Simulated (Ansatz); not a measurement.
**BHBr radical (SMILES [BH]Br): functionals against CCSD(T) at one geometry**

The task here is to estimate one member of a computed series from the others.

Program: Ansatz 0.2.0, Gaussian basis. Level of theory: single points in def2-TZVPP. These are calculated values, not measurements.

Cores are frozen in the correlated methods. Filled d shells of the heavier atoms are correlated. Orbitals are unrestricted.

### Starting geometry

SMILES `[BH]Br`, 3 atoms, charge 0, spin multiplicity 2.

Atoms are counted from 1 here; the program's logs count them from 0.

Bond lengths: B1–Br2 1.983 Å, B1–H3 1.104 Å. Angles: Br2–B1–H3 118.9°.

Geometry (Å):

```xyz
3
charge 0, multiplicity 2
B    -0.06710   -0.60370   -0.17590
Br    1.20050    0.57820    0.78820
H    -1.00070   -0.17060   -0.57520
```

Set-up of the first run:

Contents of run/in.yaml:

```yaml
crystal:
  periodic: [false, false, false]
  atoms:
    - {symbol: B, position_ang: [-0.067100, -0.603700, -0.175900]}
    - {symbol: Br, position_ang: [1.200500, 0.578200, 0.788200]}
    - {symbol: H, position_ang: [-1.000700, -0.170600, -0.575200]}
basis:
  gaussian: {orbitals: def2-TZVPP}
magnetization: {spin_polarized: true, initial_magnetization: 1}
correlation: {method: ccsd_t}
scf: {omitted_lower_state_checks: [cluster_reference]}
output: {forces: true}
```

The command line of these runs was not kept.

Steps of the session up to this table: CCSD(T)/def2-TZVPP; PBE0-D4/def2-TZVPP; wB97M-V/def2-TZVPP; r2SCAN-D4/def2-TZVPP; PBE-D4/def2-TZVPP; BHLYP-D4/def2-TZVPP; r2SCAN0-D4/def2-TZVPP.

One table of the session follows, with a row left open; its other results are not shown here.

```
    method  RMS force component (eV/Å)  angle to CCSD(T) forces (°)  dipole (D)
   CCSD(T)                       1.614                    reference        0.73
   PBE0-D4                       1.661                          0.4        0.75
   wB97M-V                       1.583                          1.9        0.76
 r2SCAN-D4                           ?                            ?           ?
    PBE-D4                       1.656                          3.6        0.60
  BHLYP-D4                       1.507                          2.5        0.91
r2SCAN0-D4                       1.611                          1.4        0.84
```

Q: Estimate the row for r2SCAN-D4 from the others.

**Answer.** RMS force component (eV/Å): 1.604; angle to CCSD(T) forces (°): 1.2; dipole (D): 0.72. In the column «RMS force component (eV/Å)» it lies between wB97M-V (1.583) and r2SCAN0-D4 (1.611).
